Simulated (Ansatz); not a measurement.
# Pb: the cost of one run

Program: Ansatz 0.2.0. Level of theory: DFT PBEsol, frozen-core PAW, scalar-relativistic unless said. These are calculated values, not measurements.

## (1) The system as given

It takes space group P6_3/mmc (No. 194, hexagonal). The conventional cell has a = 3.480 Å, b = 3.480 Å, c = 5.590 Å, α = 90.00°, β = 90.00°, γ = 120.00°. Around Pb (site symmetry -6m2) lie 12 Pb at 3.44 to 3.48 Å.

Structure file:

```cif
data_structure
_symmetry_space_group_name_H-M 'P 1'
_symmetry_Int_Tables_number 1
_cell_length_a 3.4800
_cell_length_b 3.4800
_cell_length_c 5.5900
_cell_angle_alpha 90.000
_cell_angle_beta 90.000
_cell_angle_gamma 120.000
_cell_volume 58.63
loop_
_atom_site_label
_atom_site_type_symbol
_atom_site_fract_x
_atom_site_fract_y
_atom_site_fract_z
_atom_site_occupancy
Pb1 Pb 0.33333 0.66667 0.25000 1
Pb2 Pb 0.66667 0.33333 0.75000 1
```

Cartesian axes are those of the input's lattice vectors. The structure goes back to a database entry.

## (2) Cell and atoms relaxed, PAW

input.yaml reads:

```yaml
crystal:
  lattice:
    - [3.48000000001, 0.0, 0.0]
    - [-1.74000000001, 3.01376840518, 0.0]
    - [0.0, 0.0, 5.59]
  atoms:
    - { symbol: Pb, position: [0.333333333333, 0.666666666667, 0.25] }
    - { symbol: Pb, position: [0.666666666667, 0.333333333333, 0.75] }
kpoints:
  mp_grid: { grid: [16, 16, 10] }
scf:
  occupations: { method: fermi_dirac, width: 0.08 }
hamiltonian:
  xc: pbesol
  pseudopotentials: { kind: paw }
relax:
  f_tol: 0.002
  max_steps: 80
  cell: {}
output:
  forces: true
  stress: true
```

The run is started by

```bash
> ansatz run input.yaml --threads 1 --pin off --max-ram 3072MiB --backend cpu --events-out ev --progress --plain --runs-dir out
```

**Question.** How long does this run take on 1 thread of Arm Neoverse V1, shared host, and how much memory does it need?

About 40 s, with a peak of 0.44 GiB.
